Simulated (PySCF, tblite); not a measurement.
# CH14OSi5: geometry, infrared bands and NMR shifts

What infrared bands and NMR shifts should CH14OSi5 (`[SiH3]CO[Si@@H]([SiH3])[SiH2][SiH3]`) show?

The runs use tblite 0.8.0 and PySCF 2.14.0, with density-fitted response routines of our own; the level of theory stands in each step. All values are computed, except where a source is named. Atoms count from 0, in the outputs and in this text.

### Step 1. Starting geometry

21 atoms, charge 0, multiplicity 1; geometry from: force field or distance geometry start.

Bonds of the start (Å): Si0–C1 1.86, C1–O2 1.41, O2–Si3 1.70, Si3–Si4 2.23, Si3–Si5 2.21, Si5–Si6 2.21, Si0–H7 1.48, Si0–H8 1.46, Si0–H9 1.48, C1–H10 1.13, C1–H11 1.10, Si3–H12 1.46, Si4–H13 1.48, Si4–H14 1.47, Si4–H15 1.49, Si5–H16 1.49, Si5–H17 1.47, Si6–H18 1.46, Si6–H19 1.49, Si6–H20 1.49.

### Step 2. Relaxing the molecule with GFN2-xTB

Job settings and geometry (Å):

```
{"job": {"kind": "relax", "xc": "GFN2-xTB", "basis": "xTB"}, "charge": 0, "multiplicity": 1}
Si    -3.089100    -1.643600     0.348900
C     -1.961100    -0.221700    -0.044600
O     -0.619800    -0.627400    -0.172700
Si     0.290900     0.763300    -0.530500
Si    -0.372900     2.400800     0.836400
Si     2.465000     0.493100    -0.222000
Si     3.134300    -1.605800    -0.060500
H     -3.920700    -1.868700    -0.849900
H     -2.405000    -2.870100     0.735700
H     -4.020700    -1.205900     1.417100
H     -2.056900     0.603600     0.714400
H     -2.283500     0.203100    -1.009700
H      0.071400     1.106800    -1.931000
H     -1.127600     3.362800     0.011100
H     -1.147400     1.923300     1.990700
H      0.843100     3.064000     1.376500
H      2.900400     1.239900     0.993600
H      3.164100     1.117600    -1.350300
H      2.185700    -2.586800    -0.576900
H      4.382500    -1.732000    -0.856100
H      3.558400    -1.899400     1.333900
```

Launch:

```bash
$ OMP_NUM_THREADS=1 python probes_run.py task.json out
```

The driver reads the jobs from task.json and runs them one after another.

**Question.** This job is followed by: GFN2-xTB harmonic vibrations, gas phase; GIAO PBE0/pcSseg-1 NMR shielding, non-relativistic, gas phase. Predict these results of the whole session: strongest single infrared mode (GFN2-xTB); zero-point energy (GFN2-xTB); 13C shifts against TMS (PBE0/pcSseg-1); 1H shifts against TMS (PBE0/pcSseg-1, means over atoms taken as alike); 29Si shifts against TMS (PBE0/pcSseg-1); 17O shifts against H2O (PBE0/pcSseg-1).

The runs gave:

| quantity | value |
| --- | --- |
| strongest single infrared mode (GFN2-xTB) | 584 cm⁻¹, 1099 km/mol |
| zero-point energy (GFN2-xTB) | 79.5 kcal/mol |
| 13C shifts against TMS (PBE0/pcSseg-1) | 56.8 ppm |
| 1H shifts against TMS (PBE0/pcSseg-1, means over atoms taken as alike) | 5.88, 3.93, 3.62, 3.58, 3.55, 3.52, 3.43, 3.37 ppm |
| 29Si shifts against TMS (PBE0/pcSseg-1) | -0.6, -71.9, -113.9, -121.1, -124.6 ppm |
| 17O shifts against H2O (PBE0/pcSseg-1) | -7.4 ppm |

In words: Relaxing lowered the energy by 1.018 eV in 161 steps; the close pair that moved most is Si5–Si6, from 2.209 to 2.318 Å. The lowest mode is slightly imaginary (15i cm⁻¹), a soft motion within the noise of the Hessian, so the minimum is not strictly shown. The strongest single mode, at 584 cm⁻¹, is carried by H12, H17, H16. Unscaled tight-binding wavenumbers are off by several per cent, some by more. Its intensities can rank the bands wrongly. At PBE0/pcSseg-1: Shielding is most anisotropic at Si3 (span 210 ppm, paramagnetic term -533 ppm).
